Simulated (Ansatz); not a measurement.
# B6C: the cost of one run

Method: DFT PBE, scalar-relativistic, plane waves, PAW, unless a step names another level, in Ansatz 0.2.0.

14 further runs of the same task are left out: 1 that didn't finish, 13 set aside as unsound or not needed. Runs told in other sessions of the task aren't counted.

### 1 The formula and the candidates

Pauling electronegativities: B 2.04, C 2.55 (spread 0.51). No set of common oxidation states balances it. Tabulated atomic sizes suggest about 8 Å³/atom. 32 candidates were drawn, by swapping species into database cells of other compounds, at random by space group and Wyckoff sites, or by hand, as the table says:

```tsv
name	made from	space group no.	Wyckoff sites	atoms (primitive cell)	V (Å³/atom)
c01	random	42	B 8c, 8b, 8d; C 4a	7	10.1
c02	random	229	B 12d; C 2a	7	10.5
c03	random	175	B 6k; C 1a	7	8.1
c04	database cell of Zn6Mo	225	B 24d; C 4a	7	8.8
c05	database cell of SF6	229	B 12e; C 2a	7	8.6
c06	random	191	B 6k; C 1b	7	10.4
c07	random	148	B 18f; C 3b	7	8.4
c08	random	139	B 8f, 4e; C 2b	7	8.7
c09	random	123	B 2g, 2e, 1d, 1c; C 1a	7	8.5
c10	random	191	B 6i; C 1a	7	8.6
c11	random	8	B 2a, 2a, 4b, 4b; C 2a	7	9.4
c12	random	107	B 8c, 2a, 2a; C 2a	7	8.6
c13	random	21	B 8l, 4h; C 2b	7	9.4
c14	random	47	B 2r, 4u; C 1h	7	10.0
c15	random	42	B 8c, 8c, 8c; C 4a	7	9.7
c16	random	191	B 3g, 3f; C 1b	7	9.8
c17	database cell of TcF6	139	B 8i, 4e; C 2a	7	11.3
c18	random	143	B 3d, 1a, 1a, 1c; C 1b	7	9.4
c19	random	71	B 8l, 2b, 2a; C 2c	7	9.9
c20	random	156	B 1c, 3d, 1a, 1c; C 1a	7	9.4
c21	random	123	B 4i, 2g; C 1d	7	10.3
c22	random	187	B 6n; C 1f	7	9.8
c23	random	139	B 8h, 4d; C 2a	7	9.9
c24	random	71	B 8l, 4j; C 2c	7	9.5
c25	random	160	B 18c; C 3a	7	10.1
c26	database cell of Ti6O	162	B 6k; C 1a	7	9.6
c27	database cell of SiB6	221	B 6f; C 1a	7	9.7
c28	database cell of SmC6	191	B 6k; C 1a	7	6.8
c29	database cell of KB6	221	B 6e; C 1b	7	7.6
c30	random	191	B 6m; C 1b	7	8.6
c31	random	146	B 9b, 9b; C 3a	7	8.8
c32	random	164	B 6i; C 1a	7	9.1
```

### 2 Screening run of c05

The input, input.yaml:

```yaml
crystal:
  lattice:
    - [-2.46992258, 2.46992258, 2.46992258]
    - [2.46992258, -2.46992258, 2.46992258]
    - [2.46992258, 2.46992258, -2.46992258]
  atoms:
    - { symbol: B, position: [0.72562718, 0.72562718, 0.0] }
    - { symbol: B, position: [0.27437282, 0.27437282, 0.0] }
    - { symbol: B, position: [0.0, 0.27437282, 0.27437282] }
    - { symbol: B, position: [0.0, 0.72562718, 0.72562718] }
    - { symbol: B, position: [0.72562718, 0.0, 0.72562718] }
    - { symbol: B, position: [0.27437282, 0.0, 0.27437282] }
    - { symbol: C, position: [0.0, 0.0, 0.0] }
basis:
  ecutwfc: 420
kpoints:
  mp_grid: { grid: [5, 5, 5] }
hamiltonian:
  xc: pbe
scf:
  occupations: { method: gaussian, width: 0.2 }
  lower_state_search: "off"
output:
  forces: true
  stress: true
  eigenvalues: true
relax:
  adjacent_minimum: "off"
  f_tol: 0.08
  max_steps: 16
  cell: { stress_tol: 0.8 }
```

Run with:

```console
$ ansatz run input.yaml --threads 1 --pin off --max-ram 2560MiB --backend cpu --events-out ev --progress --plain --runs-dir out
```

What time and memory should one allow on 1 thread of Arm Neoverse N1, shared host?

About 12 s, with a peak of 0.29 GiB.
